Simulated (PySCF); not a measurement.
# C₆H₁₂P+: magnetic properties

Aim: compute the magnetic properties of C₆H₁₂P+ (`CC1=C[P@@H+]1C(C)C`).

Programs: PySCF 2.14.0, with routines of our own; each step states its level. All values are computed. Atoms count from 0.

### Step 1. The system as given

19 atoms, charge 1, multiplicity 1; geometry from: GFN2-xTB.

### Step 2. Magnetic properties: GIAO KT3/pcSseg-1

What the job is given:

```
{"job": {"kind": "mag", "xc": "KT3", "basis": "pcSseg-1", "isotopologues": 2}, "charge": 1, "multiplicity": 1}
C      3.114271     0.343071    -0.127322
C      1.842400    -0.334936    -0.314738
C      1.006458    -0.995736    -1.112643
P      0.304801    -0.805515     0.515047
C     -1.230748     0.226864     0.684319
C     -2.426451    -0.704427     0.506455
C     -1.176783     1.349115    -0.341969
H      3.747755    -0.226737     0.553669
H      3.622527     0.441636    -1.085520
H      2.972290     1.330267     0.311945
H      0.893334    -1.370593    -2.107551
H      0.280388    -2.003114     1.210564
H     -1.231458     0.641185     1.699073
H     -2.459886    -1.112230    -0.502418
H     -2.399916    -1.529228     1.218196
H     -3.344904    -0.148092     0.679265
H     -2.060613     1.973586    -0.238176
H     -1.161751     0.952884    -1.356118
H     -0.301518     1.981252    -0.199539
```

With the program's defaults for keys left out, this is: GIAO KT3/pcSseg-1 magnetisability, rotational g tensor and spin-rotation constants, non-relativistic, gas phase.

Launch:

```bash
$ OMP_NUM_THREADS=1 python excited_run.py task.json out
```

One launch serves the whole session: the jobs run in the order shown.

What it wrote:

```text
coarse grid: 15584 points
cycle   1  E = -583.2016177113  dE =  8.725e-01  |g| = 5.455e-01  |ddm| = 3.925e+00
cycle   2  E = -583.0675296822  dE =  1.341e-01  |g| = 8.703e-01  |ddm| = 1.520e+00
cycle   3  E = -583.2819714168  dE = -2.144e-01  |g| = 1.181e-01  |ddm| = 1.096e+00
cycle   4  E = -583.2852583909  dE = -3.287e-03  |g| = 5.721e-02  |ddm| = 2.273e-01
cycle   5  E = -583.2861081901  dE = -8.498e-04  |g| = 1.861e-02  |ddm| = 7.595e-02
cycle   6  E = -583.2861826150  dE = -7.442e-05  |g| = 8.039e-03  |ddm| = 2.176e-02
cycle   7  E = -583.2861976781  dE = -1.506e-05  |g| = 2.820e-03  |ddm| = 9.848e-03
cycle   8  E = -583.2861999157  dE = -2.238e-06  |g| = 4.447e-04  |ddm| = 3.341e-03
final grid: 143640 points
cycle   9  E = -583.3051321777  dE = -2.055e-04  |g| = 8.903e-03  |ddm| = 4.759e-02
cycle  10  E = -583.3051169748  dE =  1.520e-05  |g| = 9.501e-03  |ddm| = 1.646e-02
cycle  11  E = -583.3051358903  dE = -1.892e-05  |g| = 3.868e-03  |ddm| = 1.675e-02
cycle  12  E = -583.3051404084  dE = -4.518e-06  |g| = 9.334e-04  |ddm| = 6.013e-03
cycle  13  E = -583.3051406447  dE = -2.363e-07  |g| = 8.442e-05  |ddm| = 1.023e-03
cycle  14  E = -583.3051406456  dE = -8.781e-10  |g| = 6.100e-05  |ddm| = 1.561e-04
cycle  15  E = -583.3051406465  dE = -8.815e-10  |g| = 2.328e-05  |ddm| = 7.246e-05
converged SCF energy = -583.3051406465

Magnetisability tensor (1e-30 J/T^2)
    -1316.77       69.39      -31.96
       69.39    -1459.75       84.61
      -31.96       84.61    -1177.50
isotropic -1318.01   principal values   -1512.31  -1288.67  -1153.05
isotropic susceptibility -79.372 1e-6 cm^3/mol

Inertial axes            a          b          c
rot. const./GHz      4.2425     1.3019     1.1777
chi total           -78.662    -89.340    -70.115
chi diamagnetic    -403.060  -1059.013  -1163.910
chi paramagnetic    324.398    969.673   1093.795
quadrupole/D A       14.509     -7.517     -6.992
g nuclear            0.6513     0.6090     0.6088
g electronic        -0.6466    -0.5931    -0.6052
g total              0.0047     0.0159     0.0036

Spin-rotation constants (kHz, H = +C I.J)
atom  isotope        aa         bb         cc
  3    31P        5.303      0.758      1.910
  7     1H       -0.313     -0.090     -0.092
  8     1H       -0.246     -0.143     -0.053
  9     1H       -0.457     -0.042     -0.096
 10     1H       -0.499     -0.163      0.110
 11     1H       -0.472      0.006     -0.122
 12     1H       -0.473     -0.154      0.018
 13     1H       -0.479     -0.167      0.003
 14     1H       -0.459     -0.029     -0.123
 15     1H       -0.035     -0.118     -0.150
 16     1H       -0.104     -0.102     -0.152
 17     1H       -0.539     -0.161     -0.002
 18     1H       -0.198     -0.113     -0.137
  0    13C*       0.549      0.165      0.190
  1    13C*       1.764      0.253      0.417
  2    13C*       1.340      0.175      0.443
  4    13C*       0.714      0.187      0.243
  5    13C*       0.610      0.190      0.173
  6    13C*       0.653      0.172      0.167
* in the singly substituted isotopologue

Isotopologues: g along a, b, c
2H    at 7,8,9,10,11,12     0.0036     0.0132     0.0030
13C   at 0                  0.0047     0.0156     0.0035
```

Run time: 50 s. Hardware: 1 thread of Arm Neoverse V2, shared host; peak memory 0.72 GiB.

From this job:

```tsv
quantity	value
magnetisability	-1318·10⁻³⁰ J/T²
molar susceptibility	-79.4·10⁻⁶ cm³/mol
rotational g (a, b, c)	0.0047, 0.0159, 0.0036
```

The fields below are evaluated on a grid from the run's orbitals.

Frontier orbitals at KT3/pcSseg-1, with the share of their density that lies nearest to each atom:

```tsv
orbital	energy (eV)	lies on
HOMO	-12.09	C1, C2 about 23 % each; C4 10 %; P3 7 %
LUMO	-6.45	C1 26 %; P3 25 %; C2 15 %
```

ELF in a plane through or near 7 of the atoms.

Ten even steps from ' ' (0.00) to '@' (1.00):
```
                                                        
                                                        
                                                        
                          ..::    ..--..                
                        ##@@@@**::%%@@@@--              
              ..        @@@@@@@@++@@@@@@**              
            --%%##..    ##@@@@@@++%%@@##..              
          ..++@@%%::      **##****++--                  
        ::==**##**--::::    ..**%%**::  ==@@@@--        
        ::++====++##++**==--==**::--**==@@@@@@%%        
        ::**##==%%##++%%==..**@@==%%##--@@@@@@%%        
        ==%%%%++******%%::%%..%%==**==::**%%##--        
        ::**++  ::++++++..--..==  --%%@@@@::            
                ..::....++%%%%**  --@@@@@@++            
                        ##@@@@##    %%@@@@--            
                        **@@@@##    ..++==              
                        ..====..                        
                                                        
                                                        
                                                        
```
The map spans 12.7 Å across and 9.6 Å up, centred on the molecule. Atoms in the plane (x, y in Å): C0 (-3.1, 0.2), P3 (-0.2, -0.9), C4 (1.3, 0.2), C5 (2.5, -0.6), H14 (2.6, -1.6), H15 (3.4, -0.1), H18 (0.2, 2.0).

On the surface of density 0.002 e/bohr³ the electrostatic potential runs, from the 1st to the 99th percentile, from 3.58 to 5.59 V.

### Step 3. Magnetic properties: common gauge origin PW91/ANO-RCC-VDZP

The job, as its differences from that of step 2:

```diff
@@ -1,2 +1,2 @@
-{"job": {"kind": "mag", "xc": "KT3", "basis": "pcSseg-1", "isotopologues": 2}, "charge": 1, "multiplicity": 1}
+{"job": {"kind": "mag", "xc": "PW91", "basis": "ANO-RCC-VDZP", "gauge": [0, 0, 0]}, "charge": 1, "multiplicity": 1}
 C      3.114271     0.343071    -0.127322
```

With the program's defaults for keys left out, this is: common gauge origin PW91/ANO-RCC-VDZP magnetisability, rotational g tensor and spin-rotation constants, non-relativistic, gas phase.

What it wrote:

```text
coarse grid: 15584 points
cycle   1  E = -576.5703611832  dE =  8.767e-01  |g| = 6.399e-01  |ddm| = 5.862e+00
cycle   2  E = -576.3447839458  dE =  2.256e-01  |g| = 1.083e+00  |ddm| = 1.875e+00
cycle   3  E = -576.6757869928  dE = -3.310e-01  |g| = 1.431e-01  |ddm| = 1.385e+00
cycle   4  E = -576.6811658569  dE = -5.379e-03  |g| = 6.876e-02  |ddm| = 2.488e-01
cycle   5  E = -576.6822951238  dE = -1.129e-03  |g| = 2.796e-02  |ddm| = 9.455e-02
cycle   6  E = -576.6824717984  dE = -1.767e-04  |g| = 1.106e-02  |ddm| = 3.575e-02
cycle   7  E = -576.6825001349  dE = -2.834e-05  |g| = 3.660e-03  |ddm| = 1.427e-02
cycle   8  E = -576.6825039206  dE = -3.786e-06  |g| = 6.499e-04  |ddm| = 4.587e-03
final grid: 143640 points
cycle   9  E = -576.6769085894  dE = -5.234e-05  |g| = 1.188e-02  |ddm| = 6.510e-02
cycle  10  E = -576.6768392800  dE =  6.931e-05  |g| = 1.955e-02  |ddm| = 3.161e-02
cycle  11  E = -576.6769436392  dE = -1.044e-04  |g| = 2.604e-03  |ddm| = 2.352e-02
cycle  12  E = -576.6769457497  dE = -2.111e-06  |g| = 6.264e-04  |ddm| = 3.882e-03
cycle  13  E = -576.6769458493  dE = -9.958e-08  |g| = 2.016e-04  |ddm| = 8.982e-04
cycle  14  E = -576.6769458588  dE = -9.491e-09  |g| = 8.042e-05  |ddm| = 2.564e-04
cycle  15  E = -576.6769458603  dE = -1.501e-09  |g| = 2.974e-05  |ddm| = 1.095e-04
cycle  16  E = -576.6769458605  dE = -2.337e-10  |g| = 6.550e-06  |ddm| = 3.684e-05
converged SCF energy = -576.6769458605

Magnetisability tensor (1e-30 J/T^2)
    -2447.01      -34.66     -400.48
      -34.66    -4440.39      -81.29
     -400.48      -81.29    -4442.00
isotropic -3776.47   principal values   -4574.93  -4385.02  -2369.45
isotropic susceptibility -227.424 1e-6 cm^3/mol

Inertial axes            a          b          c
rot. const./GHz      4.2425     1.3019     1.1777
chi total          -142.852   -265.419   -274.001
chi diamagnetic    -402.617  -1058.172  -1162.994
chi paramagnetic    259.765    792.753    888.993
quadrupole/D A       15.002     -7.700     -7.302
g nuclear            0.6513     0.6090     0.6088
g electronic        -0.5177    -0.4849    -0.4919
g total              0.1336     0.1241     0.1169

Spin-rotation constants (kHz, H = +C I.J)
atom  isotope        aa         bb         cc
  3    31P        5.666      0.715      1.848
  7     1H       -0.460      0.147      0.062
  8     1H       -0.436      0.082      0.193
  9     1H       -0.365     -0.105     -0.152
 10     1H       -0.071     -0.110      0.044
 11     1H        0.688     -0.083      0.052
 12     1H       -0.570     -0.145     -0.119
 13     1H       -0.631     -0.250     -0.076
 14     1H       -0.325     -0.020     -0.072
 15     1H       -0.291      0.213      0.098
 16     1H        0.082     -0.002      0.019
 17     1H       -0.897     -0.292     -0.214
 18     1H       -0.182     -0.382     -0.329
  0    13C*       0.438      0.160      0.183
  1    13C*       1.613      0.194      0.377
  2    13C*       1.242      0.107      0.404
  4    13C*       0.471      0.124      0.148
  5    13C*       0.488      0.167      0.149
  6    13C*       0.499      0.121      0.109
* in the singly substituted isotopologue
```

Wall time 91 s (1 thread of Arm Neoverse V2, shared host); peak memory 0.68 GiB.

The run ended normally, but its values are not to be used for the molecule: a common gauge origin replaces GIAOs, so the magnetic properties depend on where the origin lies.

### Step 4. Magnetic properties: GIAO HSE06/pcseg-1

The job, as its differences from that of step 3:

```diff
@@ -1,2 +1,2 @@
-{"job": {"kind": "mag", "xc": "PW91", "basis": "ANO-RCC-VDZP", "gauge": [0, 0, 0]}, "charge": 1, "multiplicity": 1}
+{"job": {"kind": "mag", "xc": "HSE06", "basis": "pcseg-1", "scf": {"max_cycle": 3}}, "charge": 1, "multiplicity": 1}
 C      3.114271     0.343071    -0.127322
```

With the program's defaults for keys left out, this is: GIAO HSE06/pcseg-1 magnetisability, rotational g tensor and spin-rotation constants, non-relativistic, gas phase.

What it wrote:

```text
final grid: 143640 points
cycle   1  E = -576.4087234938  dE =  1.050e+00  |g| = 4.056e-01  |ddm| = 4.231e+00
cycle   2  E = -576.3829571198  dE =  2.577e-02  |g| = 5.025e-01  |ddm| = 1.134e+00
cycle   3  E = -576.4537612003  dE = -7.080e-02  |g| = 6.299e-02  |ddm| = 7.061e-01
SCF not converged, last energy = -576.4537612003
```

Wall time 9.8 s (1 thread of Arm Neoverse V2, shared host).

**What went wrong.** The cap of 3 cycles ended the SCF at a gradient of 6.3e-02. The remedy is to raise the cap. Numbers printed on the way are no properties of the molecule.

### Step 5. Outcome

| quantity | value |
| --- | --- |
| magnetisability (step 2, GIAO KT3/pcSseg-1) | -1318·10⁻³⁰ J/T² |
| molar susceptibility (step 2, GIAO KT3/pcSseg-1) | -79.4·10⁻⁶ cm³/mol |
| rotational g (a, b, c) (step 2, GIAO KT3/pcSseg-1) | 0.0047, 0.0159, 0.0036 |
| runs | 1 failed, 1 ended on unsound input |

For an ion, the motion of the centre of mass in the field is left out. At KT3/pcSseg-1, counted by nearest atom on the grid, the HOMO lies on C1, C2 about 23 % each; C4 10 %, the LUMO on C1 26 %; P3 25 %. Vibrational averaging and real surroundings are missing from these values.
